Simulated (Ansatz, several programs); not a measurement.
A 3-atom cell of HfO2 started from a crystallographic database, relaxed with PBE in Ansatz (plane waves, PAW): the symmetry is Fm-3m (No. 225, cubic); conventional cell a = 5.098 Å, 11.04 Å³ an atom. Hf is surrounded by 8 O at 2.21 Å; O is surrounded by 4 Hf at 2.21 Å. The cell was then scaled with its shape and fractional coordinates held. Calculated for a static, non-magnetic cell.

```
V (Å³/atom)  E (meV/atom)
     10.376         33.88
     11.039          0.00
     11.370          7.23
     11.701         27.53
```

(1) Pass a cubic E = c₀ + c₁u + c₂u² + c₃u³, with u = V − 11.121 Å³, through these points.

(2) Where is the minimum, and what bulk modulus follows?

(3) Predict the energy and the pressure at the withheld volume, 10.708 Å³.

Answers

(1) c₀ = 0.45, c₁ = +11.089, c₂ = 67.392, c₃ = -10.3676 (meV and Å³).

(2) dE/du = 0 at u = -0.081, so V₀ = 11.04 Å³. B = V₀ d²E/dV² = 11.04 × (2c₂ + 6c₃u) = 11.04 × 139.808 = 1544 meV/Å³, and 1 meV/Å³ is 0.16022 GPa: 247 GPa. A third-order Birch-Murnaghan fit to all five points gives 11.04 Å³ and 246 GPa.

(3) With u = -0.413: E ≈ 8.10 meV and P = −dE/dV ≈ +7.99 GPa. The run gives 8.01 meV and, from its stress, +7.98 GPa.
